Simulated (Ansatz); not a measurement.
# GeClF: basis-set convergence

An exercise on one series of results from a longer session: the logs are not shown, and one member is left open.

Program: Ansatz 0.2.0, Gaussian basis. Level of theory: one geometry, several basis sets. These are calculated values, not measurements.

The runs, in order: PBE0-D4/def2-SVP; ωB97M-V/def2-SVP; PBE0-D4/def2-QZVPP; ωB97M-V/def2-QZVPP; the functionals' def2-TZVPP values are taken from earlier runs.

### Structure used throughout

The geometry comes from an earlier relaxation with PBE0-D4 in a triple-zeta def2 set; it is a stationary point.

SMILES `[F][Ge][Cl]`, 3 atoms, charge 0, spin multiplicity 1.

Atoms are counted from 1 here; the program's logs count them from 0.

Bond lengths: F1–Ge2 1.748 Å, Ge2–Cl3 2.180 Å. Angles: F1–Ge2–Cl3 98.4°.

Coordinates:

```xyz
3

F     0.1104    1.4187    0.2062
Ge   -0.7628    0.0356   -0.4103
Cl    0.6416   -1.5191    0.1910
```

Set-up of the first run:

Input file in.yaml:

```yaml
crystal:
  periodic: [false, false, false]
  atoms:
    - {symbol: F, position_ang: [0.110373, 1.418718, 0.206154]}
    - {symbol: Ge, position_ang: [-0.762828, 0.035595, -0.410334]}
    - {symbol: Cl, position_ang: [0.641555, -1.519113, 0.190980]}
basis:
  gaussian: {orbitals: def2-SVP}
hamiltonian: {xc: pbe0, dispersion: d4}
output: {orbitals: {seedname: orbitals}}
```

Steps of the session up to this table: PBE0-D4 in def2-SVP; ωB97M-V in def2-SVP; PBE0-D4 in def2-QZVPP; ωB97M-V in def2-QZVPP.

One table of the session follows, with a row left open; its other results are not shown here.

It belongs to the step «Density functionals: the series». 

```
functional       basis  HOMO (eV)  LUMO (eV)
   PBE0-D4    def2-SVP      -8.30      -2.72
   PBE0-D4  def2-TZVPP          ?          ?
   PBE0-D4  def2-QZVPP      -8.49      -2.90
   ωB97M-V    def2-SVP     -10.39      -0.67
   ωB97M-V  def2-TZVPP     -10.56      -0.84
   ωB97M-V  def2-QZVPP     -10.63      -0.96
```

Q: Estimate the row for PBE0-D4, def2-TZVPP from the others.

As computed: HOMO (eV): -8.44; LUMO (eV): -2.84. In the column «HOMO (eV)» it lies between PBE0-D4, def2-QZVPP (-8.49) and PBE0-D4, def2-SVP (-8.30).
